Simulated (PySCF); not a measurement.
# C3H9Sb (SbMe3): the cost of one run

Computed with PySCF 2.14.0 and routines of our own; the level stands in each step. Atoms count from 0.

### 1 The starting structure

13 atoms, charge 0, multiplicity 1; geometry from: GFN2-xTB.

### 2 NMR shieldings: PBE/pcSseg-1 Sb:us-x2c-TZVPall-2c, spin–orbit

The job: settings as JSON, then the geometry in Å.

```
{"job": {"xc": "PBE", "basis": {"default": "pcSseg-1", "Sb": "us-x2c-TZVPall-2c"}, "rel": "so", "kind": "hnmr"}, "charge": 0, "multiplicity": 1}
Sb     0.012520     0.004660     1.225650
C      1.822590    -0.004210     0.032840
H      2.451830     0.833450     0.310340
H      1.566310     0.072930    -1.018260
H      2.370120    -0.924480     0.203070
C     -0.908800     1.575830     0.048930
H     -0.802450     1.353950    -1.007210
H     -0.436380     2.527090     0.265540
H     -1.961650     1.644600     0.295930
C     -0.910710    -1.571140     0.058040
H     -1.980370    -1.576940     0.233870
H     -0.502770    -2.532390     0.347940
H     -0.720240    -1.403360    -0.996680
```

Method: PBE/pcSseg-1 Sb:us-x2c-TZVPall-2c GIAO NMR shielding, X2C with spin-orbit coupling, screened-nuclear two-electron part, Gaussian nuclei, gas phase.

The run is started by

```bash
OMP_NUM_THREADS=1 python heavy_run.py task.json out
```

The driver reads the jobs from task.json and runs them one after another.

Q: Estimate the wall time and peak memory of this first job on 1 thread of Arm Neoverse V2, shared host.

About 43 s, with a peak of 1.1 GiB.
